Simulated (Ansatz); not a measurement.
# C3H7FSSi: the cost of one run

All numbers below are computed with Ansatz 0.2.0 (RKS PBE0-D4/6-31G).

## (1) The starting structure

Bond lengths: C1–C2 1.497 Å, C2–F3 1.374 Å, C2–C4 1.496 Å, C2–Si5 1.832 Å, C4–Si5 1.920 Å, Si5–S6 2.133 Å, C1–H7 1.044 Å, C1–H8 1.109 Å, C1–H9 1.155 Å, C4–H10 1.026 Å, C4–H11 1.157 Å, Si5–H12 1.504 Å, S6–H13 1.364 Å. Angles (14 of 25 angles, heavy atoms first): C1–C2–F3 111.2°, C1–C2–C4 121.7°, C1–C2–Si5 121.9°, F3–C2–C4 112.3°, F3–C2–Si5 114.3°, C4–C2–Si5 69.6°, C2–C4–Si5 63.5°, C2–Si5–C4 46.9°, C2–Si5–S6 118.1°, C4–Si5–S6 107.9°, C2–C1–H7 111.6°, C2–C1–H8 107.1°, C2–C1–H9 109.0°, C2–C4–H10 124.0°.

As a file:

```xyz
13

C    -0.1483   -1.6966   -0.4133
C     0.6891   -0.4678   -0.2404
F     1.9237   -0.6215   -0.8244
C     0.7668    0.2541    1.0673
Si   -0.0163    1.2158   -0.3986
S    -2.0903    1.4779    0.0227
H     0.3437   -2.5483   -0.0637
H    -0.3820   -1.7833   -1.4936
H    -1.1392   -1.5611    0.1635
H     1.6340    0.6347    1.4609
H    -0.0393   -0.0300    1.8477
H     0.7927    2.4840   -0.4058
H    -2.3144    2.6075   -0.7077
```

## (2) Relaxing end A

Input file input.yaml:

```yaml
crystal:
  periodic: [false, false, false]
  atoms:
    - { symbol: C, position_ang: [-0.1483, -1.6966, -0.4133] }
    - { symbol: C, position_ang: [0.6891, -0.4678, -0.2404] }
    - { symbol: F, position_ang: [1.9237, -0.6215, -0.8244] }
    - { symbol: C, position_ang: [0.7668, 0.2541, 1.0673] }
    - { symbol: Si, position_ang: [-0.0163, 1.2158, -0.3986] }
    - { symbol: S, position_ang: [-2.0903, 1.4779, 0.0227] }
    - { symbol: H, position_ang: [0.3437, -2.5483, -0.0637] }
    - { symbol: H, position_ang: [-0.382, -1.7833, -1.4936] }
    - { symbol: H, position_ang: [-1.1392, -1.5611, 0.1635] }
    - { symbol: H, position_ang: [1.634, 0.6347, 1.4609] }
    - { symbol: H, position_ang: [-0.0393, -0.03, 1.8477] }
    - { symbol: H, position_ang: [0.7927, 2.484, -0.4058] }
    - { symbol: H, position_ang: [-2.3144, 2.6075, -0.7077] }
basis:
  gaussian: { orbitals: "6-31G" }
hamiltonian:
  xc: pbe0
  dispersion: d4
relax:
  f_tol: 0.015
  max_steps: 40
output:
  orbitals: {}
```

Run with:

```sh
ansatz run input.yaml --threads 1 --pin off --max-ram 2048MiB --backend cpu --events-out ev --progress --plain --runs-dir out
```

Q: Estimate wall time and peak memory on 1 thread of Intel Xeon at 2.50GHz (Skylake/Cascade Lake), shared host.

About 3.2 min, with a peak of 0.23 GiB.
